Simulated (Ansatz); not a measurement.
# B3H3O3 (SMILES B1OBOBO1): r2SCAN0/6-31G(d) (spherical functions)

What is the energy change on altering one bond length of B3H3O3 at r2SCAN0/6-31G* (spherical functions)? 

The calculation is run with Ansatz 0.2.0.

53 further runs of the same task are left out: 3 that didn't finish, 50 set aside as unsound or not needed.

## (1) The molecule

The species is B3H3O3 (9 atoms), meant as a singlet with charge 0. SMILES: `B1OBOBO1`. The coordinates come from a PBE0-D4/def2-TZVP relaxation. This is one conformer, not always the lowest.

Bond lengths: B1–O2 1.372 Å, O2–B3 1.372 Å, B3–O4 1.372 Å, O4–B5 1.372 Å, B1–O6 1.372 Å, B5–O6 1.372 Å, B1–H7 1.190 Å, B3–H8 1.190 Å, B5–H9 1.190 Å. Some angles: B1–O2–B3 120.3°, O2–B1–O6 119.7°, O2–B3–O4 119.7°, B3–O4–B5 120.3°, O4–B5–O6 119.7°, B1–O6–B5 120.3°, O2–B1–H7 120.2°, O6–B1–H7 120.2°, O2–B3–H8 120.2°, O4–B3–H8 120.2°.

## (2) The energy at r2SCAN0/6-31G(d) (spherical functions)

The input, input.yaml:

```yaml
crystal:
  periodic: [false, false, false]
  atoms:
    - {symbol: B, position_ang: [1.301600, 0.115800, -0.424700]}
    - {symbol: O, position_ang: [0.612800, -1.053500, -0.624800]}
    - {symbol: B, position_ang: [-0.686900, -1.172700, -0.202300]}
    - {symbol: O, position_ang: [-1.297400, -0.115400, 0.423200]}
    - {symbol: B, position_ang: [-0.614800, 1.056900, 0.626900]}
    - {symbol: O, position_ang: [0.684600, 1.168900, 0.201600]}
    - {symbol: H, position_ang: [2.429300, 0.216200, -0.792600]}
    - {symbol: H, position_ang: [-1.281900, -2.188700, -0.377500]}
    - {symbol: H, position_ang: [-1.147300, 1.972500, 1.170100]}
basis:
  gaussian:
    orbitals: 6-31G_st_-spherical.json
hamiltonian:
  xc: {name: r2SCAN0}
accuracy: high
output:
  orbitals: {seedname: orbitals}
```

The basis set 6-31G* is read from a file made from the Basis Set Exchange's data (not shown).

The run is started by

```sh
$ ansatz run input.yaml --threads 1 --pin off --max-ram 3480MiB --events-out events.jsonl --progress --plain --runs-dir runs
```

The program printed:

```text
Warning: RAYON_NUM_THREADS=1 ignored (pool sized by the plan → 1); use --threads N
Functional definition: r2SCAN0
  name "r2SCAN0"
  parameter a = 0.25
  parameter k0 = 0.174
  parameter k1 = 0.065
  parameter a1 = 4.9479
  exchange = (1 - a)*r2scan_x(k0 = k0, k1 = k1, a1 = a1) + a*exact_x
  correlation = r2scan_c
2137 factors; integrals over basis functions are off by at most 2.8e-9 eV
mean field evaluation 1: about -8215.1852 eV, gradient 5.7e1 eV
mean field evaluation 2: about -8211.5427 eV, gradient 7.3e1 eV
mean field evaluation 4: about -8220.5298 eV, gradient 2.1e-1 eV
mean field evaluation 8: about -8220.7850 eV, gradient 5.6e-2 eV
mean field evaluation 16: about -8220.7850 eV, gradient 7.0e-6 eV
mean field -8220.78501311 eV, -302.1082769836 hartree, gradient 6.5e-8 eV, S^2 0.000000; 0 other end points of the search recorded, 0 dependent functions left out
reference -8220.78501355 eV, -302.1082769996 hartree; 21, 21 occupied and 69, 69 virtual orbitals, 2137 factors
Total energy: -8220.78501355 eV, -302.1082769996 hartree
```

Wall time 16 s (1 thread of Arm Neoverse V1, shared host); peak memory 0.37 GiB.

## (3) The distorted shape, same level

The input, run.yaml:

```yaml
crystal:
  periodic: [false, false, false]
  atoms:
    - {symbol: B, position_ang: [1.567835, -0.341975, -0.696285]}
    - {symbol: O, position_ang: [0.879035, -1.511275, -0.896385]}
    - {symbol: B, position_ang: [-0.420665, -1.630475, -0.473885]}
    - {symbol: O, position_ang: [-1.031165, -0.573175, 0.151615]}
    - {symbol: B, position_ang: [-0.348565, 0.599125, 0.355315]}
    - {symbol: O, position_ang: [0.950835, 0.711125, -0.069985]}
    - {symbol: H, position_ang: [2.695535, -0.241575, -1.064185]}
    - {symbol: H, position_ang: [-1.015665, -2.646475, -0.649085]}
    - {symbol: H, position_ang: [-1.147300, 1.972500, 1.170100]}
basis:
  gaussian:
    orbitals: 6-31G_st_-spherical.json
hamiltonian:
  xc: {name: r2SCAN0}
accuracy: high
output:
  orbitals: {seedname: orbitals}
```

The basis set 6-31G* is read from a file made from the Basis Set Exchange's data (not shown).

The run is started by

```sh
$ ansatz run run.yaml --threads 1 --pin off --max-ram 3480MiB --events-out events.jsonl --progress --plain --runs-dir runs
```

The program printed:

```text
Warning: RAYON_NUM_THREADS=1 ignored (pool sized by the plan → 1); use --threads N
Functional definition: r2SCAN0
  name "r2SCAN0"
  parameter a = 0.25
  parameter k0 = 0.174
  parameter k1 = 0.065
  parameter a1 = 4.9479
  exchange = (1 - a)*r2scan_x(k0 = k0, k1 = k1, a1 = a1) + a*exact_x
  correlation = r2scan_c
2129 factors; integrals over basis functions are off by at most 3.0e-9 eV
mean field evaluation 1: about -8213.0776 eV, gradient 5.8e1 eV
mean field evaluation 2: about -8208.9287 eV, gradient 7.5e1 eV
mean field evaluation 4: about -8218.5493 eV, gradient 2.6e-1 eV
mean field evaluation 8: about -8218.7857 eV, gradient 1.4e-1 eV
mean field evaluation 16: about -8218.7857 eV, gradient 7.2e-6 eV
mean field -8218.78574870 eV, -302.0348053715 hartree, gradient 1.6e-8 eV, S^2 0.000000; 0 other end points of the search recorded, 0 dependent functions left out
reference -8218.78574916 eV, -302.0348053886 hartree; 21, 21 occupied and 69, 69 virtual orbitals, 2129 factors
Total energy: -8218.78574916 eV, -302.0348053886 hartree
```

Wall time 17 s (1 thread of Arm Neoverse V1, shared host); peak memory 0.37 GiB.

## (4) What came out

At r2SCAN0/6-31G* (spherical functions):

```
                                                         quantity          value
                                        first shape: total energy  -302.10828 Eh
                                         first shape: HOMO energy       -9.77 eV
                                         first shape: LUMO energy        0.00 eV
                                       first shape: HOMO–LUMO gap        9.76 eV
                                    distorted shape: total energy  -302.03481 Eh
                                     distorted shape: HOMO energy       -8.57 eV
                                     distorted shape: LUMO energy       -0.25 eV
                                   distorted shape: HOMO–LUMO gap        8.32 eV
energy change with the B5–H9 bond stretched from 1.190 to 1.786 Å       1.999 eV
```

**Reading.** With the B5–H9 bond stretched from 1.190 to 1.786 Å the energy rises by 2.00 eV (193 kJ/mol). The first shape isn't relaxed at this level, so the change isn't measured from a minimum.
